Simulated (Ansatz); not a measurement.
# H₄OSeSi: one structure at several levels

One table from this session's results is given with a row withheld; the runs are named, their logs left out.

Program: Ansatz 0.2.0, Gaussian basis. Level of theory: single points in def2-TZVPP. These are calculated values, not measurements.

Correlated methods freeze the cores. Filled d shells of the heavier atoms are correlated.

## Starting geometry

SMILES `O[Se][SiH3]`, 7 atoms, charge 0, spin multiplicity 1.

Atoms are counted from 1 here; the program's logs count them from 0.

Bond lengths: O1–Se2 1.888 Å, O1–H4 1.017 Å, Se2–Si3 2.391 Å, Si3–H5 1.568 Å, Si3–H6 1.587 Å, Si3–H7 1.581 Å. Angles: Se2–O1–H4 110.1°, O1–Se2–Si3 93.5°, Se2–Si3–H5 108.2°, Se2–Si3–H6 105.9°, Se2–Si3–H7 103.4°, H5–Si3–H6 111.7°, H5–Si3–H7 114.5°, H6–Si3–H7 112.4°.

Coordinates:

```
O    -1.7302   -0.9441   -0.2352
Se   -0.1394   -1.2777    0.7251
Si    0.9151    0.7268   -0.0410
H    -2.4088   -1.6787   -0.0527
H     0.9329    0.7028   -1.6092
H     0.0325    1.9226    0.5168
H     2.3449    0.6691    0.6318
```

Set-up of the first run:

File run/in.yaml:

```yaml
crystal:
  periodic: [false, false, false]
  atoms:
    - {symbol: O, position_ang: [-1.730200, -0.944100, -0.235200]}
    - {symbol: Se, position_ang: [-0.139400, -1.277700, 0.725100]}
    - {symbol: Si, position_ang: [0.915100, 0.726800, -0.041000]}
    - {symbol: H, position_ang: [-2.408800, -1.678700, -0.052700]}
    - {symbol: H, position_ang: [0.932900, 0.702800, -1.609200]}
    - {symbol: H, position_ang: [0.032500, 1.922600, 0.516800]}
    - {symbol: H, position_ang: [2.344900, 0.669100, 0.631800]}
basis:
  gaussian: {orbitals: def2-TZVPP}
correlation: {method: ccsd_t}
output: {forces: true}
```

The command line of these runs was not kept.

Among the steps run: CCSD(T)/def2-TZVPP; PBE0-D4/def2-TZVPP; wB97M-V/def2-TZVPP; r2SCAN-D4/def2-TZVPP; PBE-D4/def2-TZVPP; revPBE-D4/def2-TZVPP; BLYP-D4/def2-TZVPP.

One table of the session follows, with a row left open; its other results are not shown here.

| method | RMS force component (eV/Å) | angle to CCSD(T) forces (°) | dipole (D) |
| --- | --- | --- | --- |
| CCSD(T) | 0.904 | reference | 0.46 |
| PBE0-D4 | 0.919 | 6.5 | 0.43 |
| wB97M-V | ? | ? | ? |
| r2SCAN-D4 | 0.862 | 1.6 | 0.34 |
| PBE-D4 | 0.716 | 6.6 | 0.35 |
| revPBE-D4 | 0.704 | 10.0 | 0.34 |
| BLYP-D4 | 0.721 | 15.6 | 0.42 |

Estimate the missing values for wB97M-V.

**Answer.** RMS force component (eV/Å): 0.954; angle to CCSD(T) forces (°): 5.2; dipole (D): 0.55. In the column «RMS force component (eV/Å)» it is the highest.
